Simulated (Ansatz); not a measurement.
# Ga2SbP: the cost of one run

Method: DFT, plane waves, PAW, no spin polarisation, in Ansatz 0.2.0.

## (1) The structure to begin with

The cell holds 16 atoms (Ga8P4Sb4): a = 8.185 Å, b = 8.185 Å, c = 5.803 Å, α = 90.00°, β = 90.00°, γ = 90.00°.

Coordinates:

```xyz
16
Lattice="8.1852 0.0000 0.0000 0.0000 8.1852 0.0000 0.0000 0.0000 5.8035" Properties=species:S:1:pos:R:3 pbc="T T T"
P     0.0000    0.0000    0.0000
Ga    0.0000    2.0463    4.5033
Sb    2.0463    2.0463    2.9017
Ga    2.0463    0.0000    1.3002
P     0.0000    4.0926    0.0000
Ga    0.0000    6.1389    4.5033
Sb    2.0463    6.1389    2.9017
Ga    2.0463    4.0926    1.3002
P     4.0926    0.0000    0.0000
Ga    4.0926    2.0463    4.5033
Sb    6.1389    2.0463    2.9017
Ga    6.1389    0.0000    1.3002
P     4.0926    4.0926    0.0000
Ga    4.0926    6.1389    4.5033
Sb    6.1389    6.1389    2.9017
Ga    6.1389    4.0926    1.3002
```

## (2) Run 1: PBE

The input, input.yaml:

```yaml
crystal:
  lattice:
    - [8.1852437475, 0.0, 0.0]
    - [0.0, 8.1852437475, 0.0]
    - [0.0, 0.0, 5.8034925878]
  atoms:
    - { symbol: P, position: [0.0, 0.0, 0.0] }
    - { symbol: Ga, position: [0.0, 0.25, 0.7759653733] }
    - { symbol: Sb, position: [0.25, 0.25, 0.5] }
    - { symbol: Ga, position: [0.25, 0.0, 0.2240346267] }
    - { symbol: P, position: [0.0, 0.5, 0.0] }
    - { symbol: Ga, position: [0.0, 0.75, 0.7759653733] }
    - { symbol: Sb, position: [0.25, 0.75, 0.5] }
    - { symbol: Ga, position: [0.25, 0.5, 0.2240346267] }
    - { symbol: P, position: [0.5, 0.0, 0.0] }
    - { symbol: Ga, position: [0.5, 0.25, 0.7759653733] }
    - { symbol: Sb, position: [0.75, 0.25, 0.5] }
    - { symbol: Ga, position: [0.75, 0.0, 0.2240346267] }
    - { symbol: P, position: [0.5, 0.5, 0.0] }
    - { symbol: Ga, position: [0.5, 0.75, 0.7759653733] }
    - { symbol: Sb, position: [0.75, 0.75, 0.5] }
    - { symbol: Ga, position: [0.75, 0.5, 0.2240346267] }
kpoints:
  mp_grid: { grid: [2, 2, 2] }
hamiltonian:
  xc: pbe
scf:
  occupations: { method: fermi_dirac, width: 0.052 }
md:
  ensemble: nvt_nose_hoover
  temperature: 600
  timestep: 1.5
  n_steps: 20
  initial_velocities: maxwell_boltzmann
  seed: 4702
```

On the command line:

```
$ ansatz run input.yaml --threads 4 --pin off --max-ram 3686MiB --backend cpu --events-out ev --progress --plain --runs-dir out
```

Q: Estimate wall time and peak memory on 4 threads of Arm Neoverse N1, shared host.

About 2.3 min, with a peak of 1.5 GiB.
